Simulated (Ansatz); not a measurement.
# CH6FNOTi: a ladder of functionals and wavefunction methods

An exercise on one series of results from a longer session: the logs are not shown, and one member is left open.

Computed with Ansatz 0.2.0, Gaussian basis. Level: functionals in def2-TZVPP, the program's frozen cores in correlated methods.

Levels to be run: LDA (SPW92), PBE-D4, revPBE-D4, BLYP-D4, r2SCAN-D4, B97M-V, PBE0-D4, B3LYP-D4, r2SCANh-D4, r2SCAN0-D4, HSE06-D4, BHLYP-D4, CAM-B3LYP-D4, LC-ωPBE, ωB97X-V, ωB97M-V, B2PLYP, PBE-QIDH; CCSD(T)/def2-SVP; CCSD(T)/def2-TZVPP; MP2/def2-QZVPP; extrapolation to the limit; RPA on PBE.

### The relaxed structure

All runs share one geometry, relaxed beforehand with PBE0-D4 in a triple-zeta def2 set.

SMILES `[CH3][Ti]([NH2])([OH])[F]`, 11 atoms, charge 0, spin multiplicity 1.

Atoms are counted from 1 here; the program's logs count them from 0.

Bond lengths: C1–Ti2 2.068 Å, C1–H6 1.094 Å, C1–H7 1.095 Å, C1–H8 1.093 Å, Ti2–N3 1.871 Å, Ti2–O4 1.782 Å, Ti2–F5 1.769 Å, N3–H9 1.010 Å, N3–H10 1.011 Å, O4–H11 0.956 Å. Angles: Ti2–C1–H6 110.0°, Ti2–C1–H7 108.6°, Ti2–C1–H8 110.7°, H6–C1–H7 109.1°, H6–C1–H8 109.1°, H7–C1–H8 109.2°, C1–Ti2–N3 105.2°, C1–Ti2–O4 105.5°, C1–Ti2–F5 104.5°, N3–Ti2–O4 109.8°, N3–Ti2–F5 111.8°, O4–Ti2–F5 118.8°, Ti2–N3–H9 125.1°, Ti2–N3–H10 124.5°, H9–N3–H10 110.4°, Ti2–O4–H11 144.7°.

Set-up of the first run:

in.yaml

```yaml
crystal:
  periodic: [false, false, false]
  atoms:
    - {symbol: C, position_ang: [-0.097458, 1.575866, -0.061871]}
    - {symbol: Ti, position_ang: [-0.032879, -0.418936, 0.480056]}
    - {symbol: N, position_ang: [1.107580, -1.227630, -0.762819]}
    - {symbol: O, position_ang: [-1.692683, -1.027500, 0.259940]}
    - {symbol: F, position_ang: [0.664519, -0.414862, 2.105280]}
    - {symbol: H, position_ang: [0.906651, 2.007570, -0.021140]}
    - {symbol: H, position_ang: [-0.745629, 2.107714, 0.642849]}
    - {symbol: H, position_ang: [-0.495304, 1.689216, -1.073036]}
    - {symbol: H, position_ang: [0.805968, -1.753816, -1.570750]}
    - {symbol: H, position_ang: [2.115586, -1.243847, -0.688581]}
    - {symbol: H, position_ang: [-2.470850, -1.350875, 0.710675]}
basis:
  gaussian: {orbitals: def2-TZVPP}
hamiltonian: {xc: lda}
output: {orbitals: {seedname: orbitals}}
```

The run is started by

```
ansatz run in.yaml --threads 2 --pin off --events-out ev --progress --plain --max-ram 22528MiB --backend cuda --devices 0, --max-vram 18GiB
```

Steps of the session up to this table: LDA; PBE-D4 (GGA); revPBE-D4 (GGA); BLYP-D4 (GGA); r2SCAN-D4 (meta-GGA); B97M-V (meta-GGA); B3LYP-D4 (hybrid); r2SCANh-D4 (hybrid); r2SCAN0-D4 (hybrid); HSE06-D4 (hybrid); BHLYP-D4 (hybrid); CAM-B3LYP-D4 (range-separated); LC-ωPBE (range-separated); ωB97X-V (range-separated); ωB97M-V (range-separated); B2PLYP (double hybrid); PBE-QIDH (double hybrid).

One of the session's tables, all rows but one given; the rest of the session is left out.

It belongs to the step «Orbital energies across the functionals». 

| functional | HOMO (eV) | gap (eV) |
| --- | --- | --- |
| LDA (SPW92) | -6.33 | 3.63 |
| PBE-D4 | -6.18 | 3.74 |
| revPBE-D4 | -6.11 | 3.77 |
| BLYP-D4 | -6.06 | 3.71 |
| r2SCAN-D4 | -6.48 | 4.19 |
| B97M-V | -6.56 | 4.29 |
| PBE0-D4 | -7.62 | 6.33 |
| B3LYP-D4 | -7.38 | 5.77 |
| r2SCANh-D4 | -7.02 | 5.17 |
| r2SCAN0-D4 | -7.82 | 6.64 |
| HSE06-D4 | -7.21 | 5.54 |
| BHLYP-D4 | -8.95 | 8.96 |
| CAM-B3LYP-D4 | -9.06 | 8.94 |
| LC-ωPBE | -10.46 | 11.57 |
| ωB97X-V | ? | ? |
| ωB97M-V | -9.98 | 10.95 |

Estimate the missing values for ωB97X-V.

The run gave: HOMO (eV): -10.09; gap (eV): 11.16. In the column «HOMO (eV)» it lies between LC-ωPBE (-10.46) and ωB97M-V (-9.98).
